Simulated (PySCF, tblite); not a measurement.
# C3H8BrFSi: geometry, infrared bands and NMR shifts

Aim: predict the infrared bands and NMR shifts of C3H8BrFSi (`C[C@]([SiH3])(Br)CF`).

The runs use tblite 0.8.0 and PySCF 2.14.0, with density-fitted response routines of our own; the level of theory stands in each step. All values are computed, except where a source is named. Atoms count from 0, in the outputs and in this text.

## 1. Starting geometry

14 atoms, charge 0, multiplicity 1; geometry from: force field or distance geometry start.

Bonds of the start (Å): C0–C1 1.52, C1–Si2 1.90, C1–Br3 2.00, C1–C4 1.51, C4–F5 1.37, C0–H6 1.09, C0–H7 1.09, C0–H8 1.10, Si2–H9 1.48, Si2–H10 1.48, Si2–H11 1.49, C4–H12 1.10, C4–H13 1.10.

## 2. Geometry optimisation with GFN2-xTB

Job settings and geometry (Å):

```
{"job": {"kind": "relax", "xc": "GFN2-xTB", "basis": "xTB"}, "charge": 0, "multiplicity": 1}
C     -1.476700    -0.089900     0.366600
C     -0.021000     0.322000     0.177200
Si     1.221000    -1.047600     0.618500
Br     0.330100     1.798700     1.482100
C      0.206400     0.906800    -1.200000
F     -0.112700    -0.021800    -2.154300
H     -1.694500    -0.428400     1.384000
H     -1.753600    -0.896200    -0.310000
H     -2.155300     0.749800     0.165200
H      1.001300    -2.233200    -0.247700
H      2.605500    -0.569400     0.428900
H      1.036900    -1.489600     2.026400
H     -0.437300     1.781100    -1.377700
H      1.249200     1.217200    -1.381400
```

Started as:

```bash
$ OMP_NUM_THREADS=1 python probes_run.py task.json out
```

The driver reads the jobs from task.json and runs them one after another.

Log:

```text
step      E/eV     max force
  0    -572.73377    1.198
  1    -572.76515    0.594
  2    -572.78087    0.194
  3    -572.78543    0.194
  4    -572.79293    0.239
  5    -572.79732    0.188
  6    -572.80156    0.160
  7    -572.80450    0.105
  8    -572.80663    0.113
  9    -572.80812    0.088
 10    -572.80936    0.090
 11    -572.81024    0.092
 12    -572.81090    0.083
 13    -572.81151    0.069
 14    -572.81212    0.089
 15    -572.81263    0.064
 16    -572.81300    0.059
 17    -572.81333    0.057
 18    -572.81372    0.072
 19    -572.81423    0.079
 20    -572.81479    0.073
 21    -572.81535    0.081
 22    -572.81591    0.071
 23    -572.81646    0.089
 24    -572.81699    0.069
 25    -572.81747    0.060
 26    -572.81790    0.060
 27    -572.81837    0.096
 28    -572.81888    0.107
 29    -572.81931    0.071
 30    -572.81959    0.040
 31    -572.81977    0.032
 32    -572.81993    0.044
 33    -572.82007    0.035
 34    -572.82016    0.022
 35    -572.82022    0.022
 36    -572.82027    0.021
 37    -572.82033    0.022
 38    -572.82038    0.021
 39    -572.82041    0.017
 40    -572.82044    0.016
 41    -572.82046    0.016
 42    -572.82047    0.010
```

It took 0.27 s on 1 thread of Arm Neoverse V1, shared host.

The steps of the relaxation: (not every step is listed)

| step | energy from step 0 (eV) | largest force (eV/Å) |
| --- | --- | --- |
| 0 | 0.0000 | 1.1977 |
| 1 | -0.0314 | 0.5936 |
| 2 | -0.0471 | 0.1937 |
| 3 | -0.0517 | 0.1941 |
| 4 | -0.0592 | 0.2395 |
| 5 | -0.0635 | 0.1882 |
| 6 | -0.0678 | 0.1597 |
| 7 | -0.0707 | 0.1055 |
| 8 | -0.0729 | 0.1130 |
| 10 | -0.0756 | 0.0898 |
| 12 | -0.0771 | 0.0832 |
| 14 | -0.0784 | 0.0894 |
| 16 | -0.0792 | 0.0587 |
| 18 | -0.0799 | 0.0717 |
| 20 | -0.0810 | 0.0726 |
| 22 | -0.0821 | 0.0708 |
| 24 | -0.0832 | 0.0691 |
| 26 | -0.0841 | 0.0596 |
| 28 | -0.0851 | 0.1070 |
| 30 | -0.0858 | 0.0397 |
| 32 | -0.0862 | 0.0439 |
| 34 | -0.0864 | 0.0218 |
| 36 | -0.0865 | 0.0206 |
| 37 | -0.0866 | 0.0218 |
| 38 | -0.0866 | 0.0207 |
| 39 | -0.0866 | 0.0175 |
| 40 | -0.0867 | 0.0162 |
| 41 | -0.0867 | 0.0162 |
| 42 | -0.0867 | 0.0098 |

Close pairs (by a distance rule), those that changed most:

| bond | before (Å) | after (Å) | change (Å) |
| --- | --- | --- | --- |
| Si2–H11 | 1.487 | 1.461 | -0.026 |
| Si2–H9 | 1.485 | 1.458 | -0.026 |
| C1–Si2 | 1.901 | 1.924 | +0.023 |
| C1–Br3 | 2.002 | 1.984 | -0.018 |
| Si2–H10 | 1.477 | 1.461 | -0.016 |
| C0–C1 | 1.525 | 1.514 | -0.010 |
| C4–H13 | 1.103 | 1.095 | -0.008 |
| C0–H8 | 1.098 | 1.091 | -0.007 |

The end geometry stands in the next job.

## 3. Vibrational analysis with GFN2-xTB

Job settings and geometry (Å):

```
{"job": {"kind": "ir", "xc": "GFN2-xTB", "basis": "xTB"}, "charge": 0, "multiplicity": 1}
C     -1.475444    -0.073264     0.391546
C     -0.026390     0.317907     0.189292
Si     1.211808    -1.096751     0.599715
Br     0.411867     1.787960     1.447133
C      0.200578     0.901293    -1.191771
F      0.081740    -0.094610    -2.131670
H     -1.636260    -0.460753     1.395664
H     -1.734944    -0.851499    -0.325255
H     -2.144041     0.774843     0.237875
H      0.937806    -2.204678    -0.308197
H      2.550054    -0.539051     0.421042
H      0.954191    -1.444123     1.994852
H     -0.541016     1.668518    -1.445916
H      1.209374     1.313732    -1.296476
```

Log:

```text
mode    cm-1     km/mol
  1      88.3      6.40
  2     141.9      1.91
  3     149.6      2.16
  4     159.5      6.44
  5     233.4      1.04
  6     246.3      3.98
  7     273.4      1.71
  8     318.2     12.23
  9     338.1      3.26
 10     517.8     30.21
 11     568.5     62.62
 12     599.2     14.34
 13     710.9     23.27
 14     754.0    132.44
 15     759.4    164.60
 16     788.4    365.12
 17     929.5      4.68
 18     975.0      9.12
 19    1029.8     70.93
 20    1066.6     13.52
 21    1151.0      4.68
 22    1181.8      4.13
 23    1246.5      1.62
 24    1326.6      1.98
 25    1415.5     16.04
 26    1458.2      1.99
 27    1486.4      7.70
 28    1494.4      3.15
 29    2306.8    170.28
 30    2310.0    264.64
 31    2328.4    295.17
 32    2928.3     28.38
 33    2954.2     32.70
 34    2999.2     23.05
 35    3019.3     11.03
 36    3031.4     15.08
```

Run time: 0.44 s. Hardware: 1 thread of Arm Neoverse V1, shared host.

Which atoms move in the most intense modes:

| cm⁻¹ | km/mol | atoms |
| --- | --- | --- |
| 568 | 62.6 | H10 50 %, H11 21 %, Si2 10 % |
| 754 | 132.4 | H9 54 %, H10 33 % |
| 759 | 164.6 | H11 53 %, H10 32 % |
| 788 | 365.1 | H11 34 %, H10 31 %, H9 26 % |
| 1030 | 70.9 | C4 53 %, F5 37 % |
| 2307 | 170.3 | H10 91 % |
| 2310 | 264.6 | H11 91 % |
| 2328 | 295.2 | H9 97 % |

## 4. NMR shieldings: PBE0/pcSseg-1

The job, as its differences from that of step 3:

```diff
@@ -1,2 +1,2 @@
-{"job": {"kind": "ir", "xc": "GFN2-xTB", "basis": "xTB"}, "charge": 0, "multiplicity": 1}
+{"job": {"kind": "nmr", "xc": "PBE0", "basis": "pcSseg-1"}, "charge": 0, "multiplicity": 1}
 C     -1.475444    -0.073264     0.391546
```

With the program's defaults for keys left out, this is: GIAO PBE0/pcSseg-1 NMR shielding, non-relativistic, gas phase.

Log:

```text
coarse grid: 54360 points
cycle   1  E = -3081.5986610345  dE = -8.102e-01  |g| = 8.190e-01  |ddm| = 3.288e+00
cycle   2  E = -3081.5756210386  dE =  2.304e-02  |g| = 7.227e-01  |ddm| = 8.305e-01
cycle   3  E = -3081.6386474287  dE = -6.303e-02  |g| = 2.238e-01  |ddm| = 6.584e-01
cycle   4  E = -3081.6460547267  dE = -7.407e-03  |g| = 3.886e-02  |ddm| = 1.688e-01
cycle   5  E = -3081.6462249318  dE = -1.702e-04  |g| = 1.193e-02  |ddm| = 3.554e-02
cycle   6  E = -3081.6462606311  dE = -3.570e-05  |g| = 3.077e-03  |ddm| = 1.489e-02
cycle   7  E = -3081.6462628914  dE = -2.260e-06  |g| = 9.403e-04  |ddm| = 3.508e-03
final grid: 113208 points
cycle   8  E = -3081.6462610798  dE =  6.439e-08  |g| = 1.180e-03  |ddm| = 2.450e-03
cycle   9  E = -3081.6462607830  dE =  2.968e-07  |g| = 1.608e-03  |ddm| = 2.349e-03
cycle  10  E = -3081.6462614016  dE = -6.187e-07  |g| = 1.868e-04  |ddm| = 1.431e-03
cycle  11  E = -3081.6462614105  dE = -8.864e-09  |g| = 1.033e-05  |ddm| = 1.865e-04
cycle  12  E = -3081.6462614105  dE = -3.183e-11  |g| = 5.135e-06  |ddm| = 1.708e-05
converged SCF energy = -3081.6462614105

GIAO shielding tensors (ppm)
atom      isotropic    diamagn.    paramagn.     s11        s22        s33       span
  0 C      157.347     246.619     -89.272    140.100    148.350    183.590     43.490
  1 C      129.157     248.830    -119.673     97.539    114.123    175.809     78.270
  2 Si     400.614     879.588    -478.974    363.708    383.258    454.876     91.168
  3 Br    2086.297    3123.585   -1037.288   1497.338   1806.142   2955.412   1458.075
  4 C       94.162     240.867    -146.705     61.129     80.753    140.604     79.475
  5 F      391.330     474.088     -82.758    347.249    380.954    445.787     98.538
  6 H       29.772      29.845      -0.074     25.720     27.759     35.836     10.116
  7 H       29.634      29.866      -0.232     24.870     27.150     36.884     12.013
  8 H       30.032      29.713       0.319     25.736     27.969     36.391     10.655
  9 H       27.351      29.070      -1.719     23.243     25.539     33.270     10.026
 10 H       27.625      29.111      -1.486     23.914     25.989     32.973      9.059
 11 H       27.667      29.238      -1.571     24.206     26.303     32.491      8.285
 12 H       26.931      28.962      -2.031     22.011     28.893     29.889      7.878
 13 H       26.778      29.292      -2.514     21.698     28.202     30.435      8.737
```

Wall time 28 s (1 thread of Arm Neoverse V1, shared host); peak memory 0.75 GiB.

The references, computed at this level on geometries of the same kind, shield at (ppm): ¹H TMS 31.72, ¹³C TMS 186.9, ²⁹Si TMS 349.2, ¹⁹F CFCl3 170.9, ⁷⁹Br HBr 2622. Their shielding less the atom's gives the shift. The references are single molecules in the gas phase, so shifts against H2O, NH3, PH3, H3PO4 or CFCl3 are not on the usual liquid scales and can be off by tens of ppm. Atoms listed in one row are averaged.

| atoms | environment | σ (ppm) | δ (ppm) | δ scaled to CDCl3 |
| --- | --- | --- | --- | --- |
| C4 | sp3 CH2 bonded to F | 94.2 | 92.8 | 88.6 |
| C1 | fully substituted sp3 carbon bonded to Br and Si | 129.2 | 57.8 | 39.6 |
| C0 | methyl carbon | 157.3 | 29.6 | 27.0 |
| H13 | hydrogen on an sp3 CH2 bonded to F | 26.78 | 4.94 | 4.76 |
| H12 | hydrogen on an sp3 CH2 bonded to F | 26.93 | 4.79 | 4.62 |
| H9, H10, H11 | hydrogen on a silicon bonded to C | 27.55 | 4.17 | – |
| H6, H7, H8 | hydrogen on a methyl carbon | 29.81 | 1.90 | 1.90 |
| Si2 | silicon bonded to C, 3 H | 400.6 | -51.5 | – |
| Br3 | bromine bonded to C | 2086 | 536 | – |
| F5 | fluorine on an sp3 carbon | 391.3 | -220.4 | – |

The scaled column applies a straight-line fit of computed shieldings to shifts measured in CDCl3, with any fitted terms for Cl, Br or S neighbours, and one for carbons that bear F (root-mean-square error 0.16 ppm for H, 1.9 ppm for C).

Charges from the same density, by scheme (e):

| atoms | Mulliken | IAO | Hirshfeld | ESP fit |
| --- | --- | --- | --- | --- |
| C0 | -0.14 | -0.42 | -0.13 | -0.54 |
| C1 | -0.73 | -0.24 | -0.04 | -0.18 |
| Si2 | 0.57 | 0.60 | 0.29 | 0.38 |
| Br3 | -0.11 | -0.08 | -0.02 | -0.08 |
| C4 | 0.30 | 0.04 | 0.01 | -0.07 |
| F5 | -0.33 | -0.33 | -0.11 | -0.16 |

Mayer bond orders: C0–C1 0.98, C1–Si2 0.79, C1–Br3 1.00, C1–C4 0.95, C4–F5 0.88.

## 5. Outcome

```
                                                              quantity                       value
                             strongest single infrared mode (GFN2-xTB)        788 cm⁻¹, 365 km/mol
                                          zero-point energy (GFN2-xTB)               61.9 kcal/mol
                                ¹³C shifts against TMS (PBE0/pcSseg-1)        92.8, 57.8, 29.6 ppm
¹H shifts against TMS (PBE0/pcSseg-1, means over atoms taken as alike)  4.94, 4.79, 4.17, 1.90 ppm
                               ²⁹Si shifts against TMS (PBE0/pcSseg-1)                   -51.5 ppm
                               ⁷⁹Br shifts against HBr (PBE0/pcSseg-1)                     536 ppm
                              ¹⁹F shifts against CFCl3 (PBE0/pcSseg-1)                  -220.4 ppm
```

In words: Over 42 steps the energy fell by 0.087 eV; of the close pairs, Si2–H11 changed most, 1.487 to 1.461 Å. No mode is imaginary among the 36: a minimum at this level. The strongest single mode, at 788 cm⁻¹, is spread over several atoms, H11, H10, H9 among them. Unscaled tight-binding wavenumbers are off by several per cent, some by more. Its intensities can rank the bands wrongly. C1 stands next to heavy halogen, whose spin-orbit shielding this run leaves out, so the computed shift lies too far downfield, most of all for carbon beside Br or I. C4 (sp3 CH2 bonded to F) lies farthest downfield among carbon, at 92.8 ppm; pulled downfield by the heteroatom. At PBE0/pcSseg-1: The widest tensor belongs to Br3: span 1458 ppm, with a paramagnetic part of -1037 ppm. Spin-orbit coupling is left out, which matters for shieldings and couplings at and beside the heavy atoms.
